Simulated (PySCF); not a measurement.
# BF3: a look at the electrons

Aim: take BF3 and analyse its density (charges, bond critical points, surface potential), see where an electron leaves and enters and measure its response to a uniform field.

Computed with PySCF 2.14.0. Level: levels as typed in each script, gas phase, geometry from GFN2-xTB.

### Step 1. The system as given

SMILES `FB(F)F`, 4 atoms, charge 0, spin multiplicity 1.

Bond lengths: F1–B2 1.300 Å, B2–F3 1.300 Å, B2–F4 1.300 Å. Angles: F1–B2–F3 120.0°, F1–B2–F4 120.0°, F3–B2–F4 120.0°.

Coordinates:

```csv
atom,x (Å),y (Å),z (Å)
F1,-1.2997,-0.0422,0.0000
B2,0.0000,0.0000,0.0000
F3,0.6133,1.1467,0.0000
F4,0.6864,-1.1045,0.0000
```

### Step 2. Density, bond paths and surface potential (PBE/def2-tzvp)

Input file input.py:

```python
import numpy as np
from pyscf import gto, scf, dft
from pyscf.scf import atom_ks, atom_hf
from scipy.linalg import block_diag

def solve(mol, dm0=None, hcore=None):
    mf = (dft.UKS if mol.spin else dft.RKS)(mol, xc='pbe')
    mf.grids.level = 3
    mf = mf.density_fit(auxbasis='def2-universal-jkfit')
    mf.conv_tol, mf.max_cycle = 1e-8, 80
    if hcore is not None:
        mf.get_hcore = lambda *args: hcore
    mf.kernel(dm0)
    if not mf.converged:
        mf = mf.newton().run(mf.mo_coeff, mf.mo_occ, max_cycle=30)
    assert mf.converged, 'SCF not converged'
    return mf

mol = gto.M(atom='''
F     -1.29971    -0.04218     0.00000
B      0.00002     0.00000     0.00000
F      0.61332     1.14667     0.00000
F      0.68638    -1.10449     0.00000
''', basis='def2-tzvp', charge=0, spin=0, verbose=4)
mf = solve(mol)
mf.analyze()
# spherically averaged free atoms, for the promolecule
atm = atom_ks.get_atm_nrks(mol, xc='pbe')
pro = block_diag(*[(atm[a[0]][2] * atm[a[0]][3]) @ atm[a[0]][2].T for a in mol._atom])
np.savez('result.npz', e=mf.e_tot, c=mf.mo_coeff, occ=mf.mo_occ, eps=mf.mo_energy, pro=pro, dip=mf.dip_moment(verbose=0), s2=mf.spin_square()[0])
```

The run is started by

```bash
> OMP_NUM_THREADS=1 python input.py
```

### Step 4. Removing and adding an electron (PBE/def2-tzvp)

input.py, as its differences from that of step 2:

```diff
@@ -25,3 +25,12 @@
 mf = solve(mol)
-mf.analyze()
+out = dict(e0=mf.e_tot, dm0=mf.make_rdm1(), c=mf.mo_coeff, occ=mf.mo_occ, eps=mf.mo_energy)
+for name, dq, spin in [('cation', 1, 1)]:
+    ion = mol.copy().set(charge=mol.charge + dq, spin=spin).build()
+    mi = solve(ion)
+    if spin and dq > 0 and mol.nao < 130:
+        c, _, stable, _ = mi.stability(return_status=True)
+        if not stable:
+            mi = solve(ion, mi.make_rdm1(c, mi.mo_occ))
+    print(name, 'vertical energy change / eV', (mi.e_tot - mf.e_tot) * 27.211386)
+    out.update({'e_' + name: mi.e_tot, 'dm_' + name: mi.make_rdm1(), 's2_' + name: mi.spin_square()[0], 'eps_' + name: mi.mo_energy, 'occ_' + name: mi.mo_occ})
 # spherically averaged free atoms, for the promolecule
@@ -29,2 +38,2 @@
 pro = block_diag(*[(atm[a[0]][2] * atm[a[0]][3]) @ atm[a[0]][2].T for a in mol._atom])
-np.savez('result.npz', e=mf.e_tot, c=mf.mo_coeff, occ=mf.mo_occ, eps=mf.mo_energy, pro=pro, dip=mf.dip_moment(verbose=0), s2=mf.spin_square()[0])
+np.savez('result.npz', pro=pro, **out)
```

### Step 6. Response to an electric field (PBE/def2-tzvp)

Input file input.py:

```python
import numpy as np
from pyscf import gto, scf, dft
from pyscf.scf import atom_ks, atom_hf
from scipy.linalg import block_diag

def solve(mol, dm0=None, hcore=None):
    mf = (dft.UKS if mol.spin else dft.RKS)(mol, xc='pbe')
    mf.grids.level = 3
    mf = mf.density_fit(auxbasis='def2-universal-jkfit')
    mf.conv_tol, mf.max_cycle = 1e-8, 80
    if hcore is not None:
        mf.get_hcore = lambda *args: hcore
    mf.kernel(dm0)
    if not mf.converged:
        mf = mf.newton().run(mf.mo_coeff, mf.mo_occ, max_cycle=30)
    assert mf.converged, 'SCF not converged'
    return mf

mol = gto.M(atom='''
F     -1.29971    -0.04218     0.00000
B      0.00002     0.00000     0.00000
F      0.61332     1.14667     0.00000
F      0.68638    -1.10449     0.00000
''', basis='def2-tzvp', charge=0, spin=0, verbose=4)
field = np.array([0.004, 0.0, 0.0])  # atomic units
mol.set_common_orig(mol.atom_charges() @ mol.atom_coords() / mol.atom_charges().sum())
mf = solve(mol)
out = dict(dm0=mf.make_rdm1(), d0=mf.dip_moment(unit='AU'), e0=mf.e_tot)
for name, sign in (('p', 1), ('m', -1)):
    h = mf.get_hcore() + sign * np.einsum('x,xij->ij', field, mol.intor('int1e_r'))
    mi = solve(mol, mf.make_rdm1(), h)
    out.update({'dm' + name: mi.make_rdm1(), 'd' + name: mi.dip_moment(unit='AU'), 'e' + name: mi.e_tot})
# spherically averaged free atoms, for the promolecule
atm = atom_ks.get_atm_nrks(mol, xc='pbe')
pro = block_diag(*[(atm[a[0]][2] * atm[a[0]][3]) @ atm[a[0]][2].T for a in mol._atom])
np.savez('result.npz', pro=pro, **out)
```

(Steps that only read results are left out.)

**Question.** What will these runs give? Wanted: dipole moment; HOMO, LUMO; vertical ionisation energy; polarisability along the field.

**Answer**, as computed:

| quantity | value |
| --- | --- |
| dipole moment (PBE/def2-tzvp) | 0.00 D |
| HOMO, LUMO (PBE/def2-tzvp) | -9.97, -0.29 eV |
| vertical ionisation energy (PBE/def2-tzvp) | 14.42 eV |
| polarisability along the field (PBE/def2-tzvp) | 16.5 bohr³ |

What this shows: At PBE/def2-tzvp: The highest Hirshfeld charge is on B2 (+0.36 e), the lowest on F1, F3 and F4 (−0.12 e). The ionisation energy from two SCF runs, 14.42 eV, lies 4.4 eV above −ε(HOMO) = 9.97 eV of the same level, PBE/def2-tzvp, since self-interaction lifts this functional's HOMO. All values hold at the given geometry, in the gas phase.
